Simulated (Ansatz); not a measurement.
# NaAsH+ (triplet): from Hartree-Fock to the top rungs, cc-pVDZ

One table from this session's results is given with a row withheld; the runs are named, their logs left out.

Method: cc-pVDZ, core rule «outside noble gas», up to 19 orbitals frozen; program: Ansatz 0.2.0, Gaussian basis.

Plan: UHF; CCSD(T) on ROHF; CCSD(T) on UHF; BCCD(T) on ROHF; CISD; CCSDT(Q) on ROHF; CCSDT(Q) on UHF; Full CI.

43 further runs of the same task are left out: 15 for a known fault of the program, 14 that didn't finish, 14 set aside as unsound or not needed.

### The system

The geometry is a PBE0/def2-TZVP stationary point (not a proven minimum) of the parent state, kept for this charge and spin. No spin-orbit coupling is included. The filled d shell of As may be among the frozen orbitals whatever the setting's name suggests; the logs give the count.

3 atoms, charge 1, spin multiplicity 3.

Atoms are counted from 1 here; the program's logs count them from 0.

Bond lengths: As1–H3 1.537 Å.

Set-up of the first run:

File in.yaml:

```yaml
crystal:
  periodic: [false, false, false]
  atoms:
    - {symbol: As, position_ang: [0.000000, 0.000000, 0.777033]}
    - {symbol: Na, position_ang: [0.000000, 0.000000, -3.091467]}
    - {symbol: H, position_ang: [0.000000, 0.000000, 2.314433]}
basis:
  gaussian: {orbitals: cc-pVDZ}
total_charge: 1
magnetization: {spin_polarized: true, initial_magnetization: 2}
hamiltonian: {xc: hf}
output: {orbitals: {seedname: orbitals}}
```

The run is started by

```console
$ ansatz run in.yaml --threads 1 --pin off --events-out ev --progress --plain --max-ram 2393MiB
```

Among the steps run: UHF; CCSD(T) on ROHF; CCSD(T) on UHF; BCCD(T) on ROHF; CISD; CCSDT(Q) on ROHF; CCSDT(Q) on UHF; Full CI.

One of the session's tables, all rows but one given; the rest of the session is left out.

| method | from FCI (meV) |
| --- | --- |
| ROHF | +2775.9 |
| UHF | +2612.1 |
| RMP2 | +595.3 |
| UMP2 | +598.7 |
| CISD | +131.4 |
| RCCSD | +64.0 |
| UCCSD | +52.1 |
| RCCSD(T) | +14.1 |
| UCCSD(T) | +4.8 |
| BCCD(T) | +13.7 |
| RCCSDT | ? |
| UCCSDT | -6.9 |
| RCCSDT(Q) | +0.1 |
| UCCSDT(Q) | -8.6 |
| FCI | 0 |

Estimate the missing values for RCCSDT.

As computed: from FCI (meV): +1.9. In the column «from FCI (meV)» it lies between RCCSDT(Q) (+0.1) and UCCSD(T) (+4.8).

Caveats from the session: UCCSDT, UCCSDT(Q) fall below full CI: unrestricted runs freeze a spin-polarised core, another one than full CI's, and coupled cluster isn't variational. Levels on UHF freeze UHF's core orbitals, full CI those of ROHF, so the U rows can settle a little off it for that reason alone. Restricted and unrestricted rows rest on different reference determinants; where their highest levels disagree by more than a few hundredths of an eV, they describe different states and don't form one ladder.
